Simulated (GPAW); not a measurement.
# Pt2F (Fm-3m) in GPAW: a series of runs

One crystal, Pt2F, is run at these levels: PBE; tasks: relaxation of cell and atoms.

All numbers are computed with GPAW 26.7.0; they aren't measurements. Logs are shortened: lines on timing, memory, paths and dates and some standing lists are left out, and cuts for length are marked. The log counts tension as positive stress, the text compression.

## Step 1: Starting point

The structure is cubic, space group Fm-3m (No. 225). The conventional cell has a = 5.705 Å, b = 5.705 Å, c = 5.705 Å, α = 90.00°, β = 90.00°, γ = 90.00°. Pt (site symmetry -43m) is surrounded by 4 F at 2.47 Å. F (site symmetry m-3m) has 8 Pt at 2.47 Å as nearest neighbours.

The cell was built by a generator and needn't be a form met in nature.

## Step 2: Relaxation of cell and atoms, PBE, target pressure 10 GPa, at which the enthalpy is minimised

run.py reads:

```python
from ase.filters import FrechetCellFilter
from ase.io import read, write
from ase.optimize import BFGS
from ase.units import GPa
from gpaw import GPAW, PW

atoms = read('POSCAR')

calc = GPAW(mode=PW(800),
            xc='PBE',
            kpts={'size': (8, 8, 8), 'gamma': True},
            occupations={'name': 'fermi-dirac', 'width': 0.05},
            nbands=35,
            convergence={'density': 1e-05, 'forces': 0.0001},
            maxiter=150,
            txt='gpaw.txt')
atoms.calc = calc
opt = BFGS(FrechetCellFilter(atoms, scalar_pressure=10 * GPa), trajectory='relax.traj', logfile='-')
done = opt.run(fmax=0.02, steps=60)
calc.write('gs.gpw')
write('result.traj', atoms)
print('Converged:', done)
print('Cell:', atoms.cell.cellpar().round(4))
print('Volume:', round(atoms.get_volume(), 4))
print(atoms.get_scaled_positions().round(5))
```

POSCAR reads:

```
Pt2F
1.0
    0.0000000000      2.8524300000      2.8524300000
    2.8524300000      0.0000000000      2.8524300000
    2.8524300000      2.8524300000      0.0000000000
Pt F
2 1
Direct
    0.2500000000      0.2500000000      0.2500000000
    0.7500000000      0.7500000000      0.7500000000
    0.0000000000      0.0000000000      0.0000000000
```

Potentials or basis: GPAW PAW data sets (gpaw-data 1.2.1), pw.

Launch:

```bash
$ OMP_NUM_THREADS=1 python run.py
```

gpaw.txt:

```text
__  _  _
 | _ |_)|_||  |
 |__||  | ||/\| - 26.7.0

Input parameters:
  mode=PW(ecut=800.0),
  convergence={'density': 1e-05, 'forces': 0.0001},
  kpts=MonkhorstPack(size=(8, 8, 8), gamma=True),
  maxiter=150,
  nbands=35,
  occupations=Occupations(name='fermi-dirac', width=0.05),
  xc=XC(name='PBE')

Diagonalizing LCAO Hamiltonian
Converting LCAO to pw mode

                    Pt

           Pt

       F

Atoms  # Å, Bohr magnetons
|   | symbol |        x |        y |        z |    initial magnetic moments |
|---|--------|----------|----------|----------|-----------------------------|
| 0 |     Pt | 1.426215 | 1.426215 | 1.426215 | ( 0.0000,  0.0000,  0.0000) |
| 1 |     Pt | 4.278645 | 4.278645 | 4.278645 | ( 0.0000,  0.0000,  0.0000) |
| 2 |      F | 0.000000 | 0.000000 | 0.000000 | ( 0.0000,  0.0000,  0.0000) |

Unit cell  # Å
| periodic |        x |        y |        z |  lengths |    angles |
|----------|----------|----------|----------|----------|-----------|
|      yes | 0.000000 | 2.852430 | 2.852430 | 4.033945 | 60.000000 |
|      yes | 2.852430 | 0.000000 | 2.852430 | 4.033945 | 60.000000 |
|      yes | 2.852430 | 2.852430 | 0.000000 | 4.033945 | 60.000000 |

Number of symmetries: 48
Symmetry operations  # r_c * U_cc + t_c -> r_c
|    | kind |            matrix            |
|----|------|------------------------------|
|  0 |  σ   |  1, 0, 0,  1, 0,-1,  1,-1, 0 |
|  1 |  C2  |  1, 0, 0,  1,-1, 0,  1, 0,-1 |
|  2 |  E   |  1, 0, 0,  0, 1, 0,  0, 0, 1 |
|  3 |  σ   |  1, 0, 0,  0, 0, 1,  0, 1, 0 |
|  4 |  C4  |  1, 0,-1,  1, 0, 0,  1,-1, 0 |
|  5 |  S6  |  1, 0,-1,  1,-1, 0,  1, 0, 0 |
|  6 |  σ   |  1, 0,-1,  0, 1,-1,  0, 0,-1 |
|  7 |  C3  |  1, 0,-1,  0, 0,-1,  0, 1,-1 |
|  8 |  S6  |  1,-1, 0,  1, 0, 0,  1, 0,-1 |
|  9 |  C4  |  1,-1, 0,  1, 0,-1,  1, 0, 0 |
| 10 |  C3  |  1,-1, 0,  0,-1, 1,  0,-1, 0 |
| 11 |  σ   |  1,-1, 0,  0,-1, 0,  0,-1, 1 |
| 12 |  σ   |  0, 1, 0,  1, 0, 0,  0, 0, 1 |
| 13 |  C4  |  0, 1, 0,  0, 1,-1, -1, 1, 0 |
[... 221 lines left out ...]
|         25 |        20.661 |     0.000 |
|         26 |        21.507 |     0.000 |
|        ... |               |           |
|         34 |        32.964 |     0.000 |

No gap
No difference between direct/indirect transitions

Stress tensor  # eV/Ang^3
|         x |        y |         z |
|-----------|----------|-----------|
|  0.003845 | 0.000000 | -0.000000 |
|  0.000000 | 0.003845 |  0.000000 |
| -0.000000 | 0.000000 |  0.003845 |

Forces  # eV/Ang
|       x |        y |        z |
|---------|----------|----------|
| 0.00000 |  0.00000 | -0.00000 |  # Pt   0
| 0.00000 |  0.00000 | -0.00000 |  # Pt   1
| 0.00000 | -0.00000 | -0.00000 |  # F    2

Interpolating wave functions to new cell

                    Pt

           Pt

       F

Atoms  # Å, Bohr magnetons
|   | symbol |        x |         y |         z |    initial magnetic moments |
|---|--------|----------|-----------|-----------|-----------------------------|
| 0 |     Pt | 1.419269 |  1.419269 |  1.419269 | ( 0.0000,  0.0000,  0.0000) |
| 1 |     Pt | 4.257808 |  4.257808 |  4.257808 | ( 0.0000,  0.0000,  0.0000) |
| 2 |      F | 0.000000 | -0.000000 | -0.000000 | ( 0.0000,  0.0000,  0.0000) |

Unit cell  # Å
| periodic |        x |        y |        z |  lengths |    angles |
|----------|----------|----------|----------|----------|-----------|
|      yes | 0.000000 | 2.838539 | 2.838539 | 4.014300 | 60.000000 |
|      yes | 2.838539 | 0.000000 | 2.838539 | 4.014300 | 60.000000 |
|      yes | 2.838539 | 2.838539 | 0.000000 | 4.014300 | 60.000000 |

Number of symmetries: 48
Symmetry operations  # r_c * U_cc + t_c -> r_c
|    | kind |            matrix            |
|----|------|------------------------------|
|  0 |  σ   |  1, 0, 0,  1, 0,-1,  1,-1, 0 |
|  1 |  C2  |  1, 0, 0,  1,-1, 0,  1, 0,-1 |
|  2 |  E   |  1, 0, 0,  0, 1, 0,  0, 0, 1 |
|  3 |  σ   |  1, 0, 0,  0, 0, 1,  0, 1, 0 |
|  4 |  C4  |  1, 0,-1,  1, 0, 0,  1,-1, 0 |
|  5 |  S6  |  1, 0,-1,  1,-1, 0,  1, 0, 0 |
|  6 |  σ   |  1, 0,-1,  0, 1,-1,  0, 0,-1 |
|  7 |  C3  |  1, 0,-1,  0, 0,-1,  0, 1,-1 |
|  8 |  S6  |  1,-1, 0,  1, 0, 0,  1, 0,-1 |
|  9 |  C4  |  1,-1, 0,  1, 0,-1,  1, 0, 0 |
| 10 |  C3  |  1,-1, 0,  0,-1, 1,  0,-1, 0 |
| 11 |  σ   |  1,-1, 0,  0,-1, 0,  0,-1, 1 |
| 12 |  σ   |  0, 1, 0,  1, 0, 0,  0, 0, 1 |
| 13 |  C4  |  0, 1, 0,  0, 1,-1, -1, 1, 0 |
[... 228 lines left out ...]
Stress tensor  # eV/Ang^3
|         x |         y |         z |
|-----------|-----------|-----------|
| -0.008449 | -0.000000 |  0.000000 |
| -0.000000 | -0.008449 |  0.000000 |
|  0.000000 |  0.000000 | -0.008449 |

Forces  # eV/Ang
|       x |        y |        z |
|---------|----------|----------|
| 0.00000 | -0.00000 |  0.00000 |  # Pt   0
| 0.00000 | -0.00000 | -0.00000 |  # Pt   1
| 0.00000 |  0.00000 |  0.00000 |  # F    2

Interpolating wave functions to new cell

                    Pt

           Pt

       F

Atoms  # Å, Bohr magnetons
|   | symbol |        x |         y |        z |    initial magnetic moments |
|---|--------|----------|-----------|----------|-----------------------------|
| 0 |     Pt | 1.391373 |  1.391373 | 1.391373 | ( 0.0000,  0.0000,  0.0000) |
| 1 |     Pt | 4.174120 |  4.174120 | 4.174120 | ( 0.0000,  0.0000,  0.0000) |
| 2 |      F | 0.000000 | -0.000000 | 0.000000 | ( 0.0000,  0.0000,  0.0000) |

Unit cell  # Å
| periodic |         x |        y |         z |  lengths |    angles |
|----------|-----------|----------|-----------|----------|-----------|
|      yes | -0.000000 | 2.782746 |  2.782746 | 3.935398 | 60.000000 |
|      yes |  2.782746 | 0.000000 |  2.782746 | 3.935398 | 60.000000 |
|      yes |  2.782746 | 2.782746 | -0.000000 | 3.935398 | 60.000000 |

Number of symmetries: 48
Symmetry operations  # r_c * U_cc + t_c -> r_c
|    | kind |            matrix            |
|----|------|------------------------------|
|  0 |  σ   |  1, 0, 0,  1, 0,-1,  1,-1, 0 |
|  1 |  C2  |  1, 0, 0,  1,-1, 0,  1, 0,-1 |
|  2 |  E   |  1, 0, 0,  0, 1, 0,  0, 0, 1 |
|  3 |  σ   |  1, 0, 0,  0, 0, 1,  0, 1, 0 |
|  4 |  C4  |  1, 0,-1,  1, 0, 0,  1,-1, 0 |
|  5 |  S6  |  1, 0,-1,  1,-1, 0,  1, 0, 0 |
|  6 |  σ   |  1, 0,-1,  0, 1,-1,  0, 0,-1 |
|  7 |  C3  |  1, 0,-1,  0, 0,-1,  0, 1,-1 |
|  8 |  S6  |  1,-1, 0,  1, 0, 0,  1, 0,-1 |
|  9 |  C4  |  1,-1, 0,  1, 0,-1,  1, 0, 0 |
| 10 |  C3  |  1,-1, 0,  0,-1, 1,  0,-1, 0 |
| 11 |  σ   |  1,-1, 0,  0,-1, 0,  0,-1, 1 |
| 12 |  σ   |  0, 1, 0,  1, 0, 0,  0, 0, 1 |
| 13 |  C4  |  0, 1, 0,  0, 1,-1, -1, 1, 0 |
[... 168 lines left out ...]
SCF iterations
|iter     | |      energy | eigst |  dens |force |
|---------|-|-------------|-------|-------|------|
|iter:   1| |  -13.058876 | -0.60 |       |      |
|iter:   2| |  -12.895483 | -3.06 | -1.32 |      |
|iter:   3| |  -12.454117 | -1.90 | -1.37 |      |
|iter:   4| |  -12.448228 | -2.71 | -2.07 |      |
|iter:   5| |  -12.449397c| -3.82 | -2.40 |      |
|iter:   6| |  -12.457478c| -3.67 | -2.53 |      |
|iter:   7| |  -12.457598c| -5.58 | -3.50 |      |
|iter:   8| |  -12.457603c| -6.13 | -3.75 |      |
|iter:   9| |  -12.457603c| -8.08c| -4.48 |      |
|iter:  10| |  -12.457602c| -8.08c| -4.77 |      |
|iter:  11| |  -12.457602c| -9.27c| -5.71c|      |
|iter:  12| |  -12.457602c|-10.66c| -6.49c|-15.94c|

Converged in 12 steps
Energy contributions relative to reference atoms: (reference = -1003464.806320)

Energy contributions:
  Kinetic:           3.251351
  Coulomb:          -3.041627
  Zero:             -1.179443
  External:          0.000000
  Xc:              -11.458592
  Entropy:          -0.058581
  Spinorbit:         0.000000
  ----------------------------
  Free energy:     -12.486893
  Extrapolated:    -12.457602
[... 31 lines left out ...]
Stress tensor  # eV/Ang^3
|         x |         y |         z |
|-----------|-----------|-----------|
| -0.069351 | -0.000000 | -0.000000 |
| -0.000000 | -0.069351 |  0.000000 |
| -0.000000 |  0.000000 | -0.069351 |

Forces  # eV/Ang
|        x |        y |        z |
|----------|----------|----------|
| -0.00000 |  0.00000 |  0.00000 |  # Pt   0
|  0.00000 | -0.00000 | -0.00000 |  # Pt   1
|  0.00000 |  0.00000 |  0.00000 |  # F    2

Interpolating wave functions to new cell

                    Pt

           Pt

       F

Atoms  # Å, Bohr magnetons
|   | symbol |        x |         y |        z |    initial magnetic moments |
|---|--------|----------|-----------|----------|-----------------------------|
| 0 |     Pt | 1.394360 |  1.394360 | 1.394360 | ( 0.0000,  0.0000,  0.0000) |
| 1 |     Pt | 4.183080 |  4.183080 | 4.183080 | ( 0.0000,  0.0000,  0.0000) |
| 2 |      F | 0.000000 | -0.000000 | 0.000000 | ( 0.0000,  0.0000,  0.0000) |

Unit cell  # Å
| periodic |         x |        y |         z |  lengths |    angles |
|----------|-----------|----------|-----------|----------|-----------|
|      yes | -0.000000 | 2.788720 |  2.788720 | 3.943845 | 60.000000 |
|      yes |  2.788720 | 0.000000 |  2.788720 | 3.943845 | 60.000000 |
|      yes |  2.788720 | 2.788720 | -0.000000 | 3.943845 | 60.000000 |

Number of symmetries: 48
Symmetry operations  # r_c * U_cc + t_c -> r_c
|    | kind |            matrix            |
|----|------|------------------------------|
|  0 |  σ   |  1, 0, 0,  1, 0,-1,  1,-1, 0 |
|  1 |  C2  |  1, 0, 0,  1,-1, 0,  1, 0,-1 |
|  2 |  E   |  1, 0, 0,  0, 1, 0,  0, 0, 1 |
|  3 |  σ   |  1, 0, 0,  0, 0, 1,  0, 1, 0 |
|  4 |  C4  |  1, 0,-1,  1, 0, 0,  1,-1, 0 |
|  5 |  S6  |  1, 0,-1,  1,-1, 0,  1, 0, 0 |
|  6 |  σ   |  1, 0,-1,  0, 1,-1,  0, 0,-1 |
|  7 |  C3  |  1, 0,-1,  0, 0,-1,  0, 1,-1 |
|  8 |  S6  |  1,-1, 0,  1, 0, 0,  1, 0,-1 |
|  9 |  C4  |  1,-1, 0,  1, 0,-1,  1, 0, 0 |
| 10 |  C3  |  1,-1, 0,  0,-1, 1,  0,-1, 0 |
| 11 |  σ   |  1,-1, 0,  0,-1, 0,  0,-1, 1 |
| 12 |  σ   |  0, 1, 0,  1, 0, 0,  0, 0, 1 |
| 13 |  C4  |  0, 1, 0,  0, 1,-1, -1, 1, 0 |
[... 227 lines left out ...]
Stress tensor  # eV/Ang^3
|         x |         y |         z |
|-----------|-----------|-----------|
| -0.061855 | -0.000000 | -0.000000 |
| -0.000000 | -0.061855 |  0.000000 |
| -0.000000 |  0.000000 | -0.061855 |

Forces  # eV/Ang
|        x |        y |        z |
|----------|----------|----------|
| -0.00000 | -0.00000 |  0.00000 |  # Pt   0
|  0.00000 |  0.00000 | -0.00000 |  # Pt   1
| -0.00000 | -0.00000 |  0.00000 |  # F    2

# Writing to gs.gpw (mode='')
```

It took 3.8 min on 1 thread of Arm Neoverse V1, shared host; peak memory 0.25 GiB.

Results:

- Free energy: -12.5064 eV
- Relaxed volume: 14.46 Å³/atom
- Relaxed cell: a = 3.944 Å, b = 3.944 Å, c = 3.944 Å, α = 60.00°, β = 60.00°, γ = 60.00°
- Space group after relaxing (to 0.05 Å): Fm-3m (No. 225)
- Energy change on relaxing (the enthalpy is what falls): +30.8 meV/atom
- Ionic steps: 4
- Pressure after relaxing: 9.9 GPa
- Band gap on the k mesh: none (metal or under the smearing width)

The path:
| step | energy change (eV) | largest force (eV/Å) | pressure (GPa) | volume (Å³) |
| --- | --- | --- | --- | --- |
| 1 | 0.0000 | 0.0000 | -0.62 | 46.42 |
| 2 | 0.0040 | 0.0000 | 1.35 | 45.74 |
| 3 | 0.1117 | 0.0000 | 11.11 | 43.10 |
| 4 | 0.0924 | 0.0000 | 9.91 | 43.38 |

Final structure:
```yaml
crystal:
  lattice:
    - [0.00000, 2.78872, 2.78872]
    - [2.78872, 0.00000, 2.78872]
    - [2.78872, 2.78872, 0.00000]
  atoms:
    - { symbol: Pt, position: [0.25000, 0.25000, 0.25000] }
    - { symbol: Pt, position: [0.75000, 0.75000, 0.75000] }
    - { symbol: F, position: [0.00000, 0.00000, 0.00000] }
```

Caveat: later steps reuse the first step's grids; an odd number of electrons without spin polarisation forces a metal; a magnetic or distorted state may lie lower. The run has no spin-orbit coupling, so splittings on Pt are missing.

## Step 3: Relaxation of cell and atoms, PBE, target pressure 20 GPa, at which the enthalpy is minimised

run.py, as its differences from that of step 2:

```diff
@@ -6,3 +6,3 @@
 
-atoms = read('POSCAR')
+atoms = read('Pt2F.xyz')
 
@@ -17,3 +17,3 @@
 atoms.calc = calc
-opt = BFGS(FrechetCellFilter(atoms, scalar_pressure=10 * GPa), trajectory='relax.traj', logfile='-')
+opt = BFGS(FrechetCellFilter(atoms, scalar_pressure=20 * GPa), trajectory='relax.traj', logfile='-')
 done = opt.run(fmax=0.02, steps=60)
```

Pt2F.xyz reads:

```xyz
3
Lattice="0.0000000000 2.8524300000 2.8524300000 2.8524300000 0.0000000000 2.8524300000 2.8524300000 2.8524300000 0.0000000000" Properties=species:S:1:pos:R:3 pbc="T T T"
Pt     1.4262150000      1.4262150000      1.4262150000
Pt     4.2786450000      4.2786450000      4.2786450000
F      0.0000000000      0.0000000000      0.0000000000
```

Potentials or basis: GPAW PAW data sets (gpaw-data 1.2.1), pw.

Launch:

```bash
$ OMP_NUM_THREADS=1 python run.py
```

It took 4.5 min on 1 thread of Arm Neoverse V1, shared host; peak memory 0.29 GiB.

The run converged. Its results:

| Quantity | Value |
| --- | --- |
| Free energy | -12.3078 eV |
| Relaxed volume | 13.77 Å³/atom |
| Relaxed cell | a = 3.880 Å, b = 3.880 Å, c = 3.880 Å, α = 60.00°, β = 60.00°, γ = 60.00° |
| Space group after relaxing (to 0.05 Å) | Fm-3m (No. 225) |
| Energy change on relaxing (the enthalpy is what falls) | +96.5 meV/atom |
| Ionic steps | 5 |
| Pressure after relaxing | 20.0 GPa |
| Band gap on the k mesh | none (metal or under the smearing width) |

Step by step:
| step | energy change (eV) | largest force (eV/Å) | pressure (GPa) | volume (Å³) |
| --- | --- | --- | --- | --- |
| 1 | 0.0000 | 0.0000 | -0.62 | 46.42 |
| 2 | 0.0153 | 0.0000 | 3.35 | 45.12 |
| 3 | 0.3802 | 0.0000 | 23.79 | 40.67 |
| 4 | 0.2793 | 0.0000 | 19.55 | 41.40 |
| 5 | 0.2894 | 0.0000 | 19.99 | 41.32 |

Final structure:
```yaml
crystal:
  lattice:
    - [0.00000, 2.74389, 2.74389]
    - [2.74389, 0.00000, 2.74389]
    - [2.74389, 2.74389, 0.00000]
  atoms:
    - { symbol: Pt, position: [0.25000, 0.25000, 0.25000] }
    - { symbol: Pt, position: [0.75000, 0.75000, 0.75000] }
    - { symbol: F, position: [0.00000, 0.00000, 0.00000] }
```

Levels at points of the mesh, in eV from the Fermi level:
```
           k point  band 15  band 16  band 17  band 18  band 19  band 20  band 21  band 22  band 23  band 24
(0.00, 0.00, 0.00)    -1.25    -1.25    -0.05    -0.05    -0.05     1.41     1.41     8.45     8.45     8.45
(0.50, 0.50, 0.00)    -1.49    -1.49    -1.12    -1.12     0.13     1.30     2.26     4.48     7.04     7.04
(0.50, 0.50, 0.50)    -2.23    -1.88    -1.88    -1.70    -0.76    -0.11    -0.11     1.79    11.39    11.39
```

Caveat: later steps reuse the first step's grids; an odd number of electrons without spin polarisation forces a metal; a magnetic or distorted state may lie lower. Spin-orbit coupling is left out, which matters for the levels of Pt.

(Continued in part 2 of 2.)
